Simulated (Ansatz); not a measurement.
Run this with the Ansatz DFT code, driven from Python and show what comes out.

`eos_w.py`:
```python
"""Equation of state of W."""

import ansatz as az
from ase.eos import EquationOfState
from ase.units import GPa
import numpy as np

CUTOFF = 420
OCCUPATIONS = "fermi_dirac"
SIGMA = 0.15
MESH = (13, 13, 13)

VECTORS = np.array([
    [-1.582345, 1.582345, 1.582345],
    [1.582345, -1.582345, 1.582345],
    [1.582345, 1.582345, -1.582345],
])
SITES = [
    ("W", (0.0, 0.0, 0.0)),
]


def build(cell):
    crystal = az.Crystal(lattice=az.Lattice.of(cell))
    for symbol, position in SITES:
        crystal = crystal.atom(symbol, position)
    return crystal

# scale the volume, keep shape and fractions
volumes, energies = [], []
for scale in np.linspace(0.94, 1.06, 7):
    cell = VECTORS * scale ** (1 / 3)
    setup = (
        build(cell).calculation()
        .functional(az.Functional.PBE)
        .basis(CUTOFF)
        .occupations(OCCUPATIONS, width=SIGMA)
        .kpoints(*MESH)
    )
    r = setup.run().report
    volumes.append(abs(np.linalg.det(cell)) / len(SITES))
    energies.append(r["free_energy_ev"] / len(SITES))
    print(f"V = {volumes[-1]:8.4f} A^3/atom  F = {energies[-1]:.5f} eV/atom")

eos = EquationOfState(volumes, energies, eos="murnaghan")
v0, e0, bulk = eos.fit()
print(f"V0 = {v0:.4f} A^3/atom, E0 = {e0:.5f} eV/atom, B = {bulk / GPa:.1f} GPa")
eos.plot("eos.png")
```

```console
$ python eos_w.py
V =  14.8967 A^3/atom  F = -10384.74581 eV/atom
V =  15.2137 A^3/atom  F = -10384.79368 eV/atom
V =  15.5306 A^3/atom  F = -10384.82566 eV/atom
V =  15.8476 A^3/atom  F = -10384.84329 eV/atom
V =  16.1646 A^3/atom  F = -10384.84797 eV/atom
V =  16.4815 A^3/atom  F = -10384.84099 eV/atom
V =  16.7985 A^3/atom  F = -10384.82346 eV/atom
V0 = 16.1285 A^3/atom, E0 = -10384.84805 eV/atom, B = 303.5 GPa
```

A third-order Birch-Murnaghan fit through the 7 points (the script's own form differs a little) has its minimum at 16.13 Å³ an atom, 1.8 % above the typed cell, with a bulk modulus of 304 GPa and dB/dP = 4.2. From that minimum the energy rises by 102.2 meV an atom on the compressed side and 24.6 meV on the expanded side.

Reading the output:
- Absolute energies stand on the zero of these potentials, so only differences at equal settings mean something.
- The mesh is modest for a metal, so energies can be off by several to tens of meV an atom and pressures by half a GPa or more; differences at equal mesh fare better.
- The smearing is wide enough that free energy and stress hold a thermal part of the electrons.
- Spin-orbit coupling, which matters for elements this heavy, is left out.
- Processor time in the engine: 4.7 s on 1 thread of Intel(R) Xeon(R) Processor @ 2.30GHz, on a shared host, peak memory 0.46 GiB.
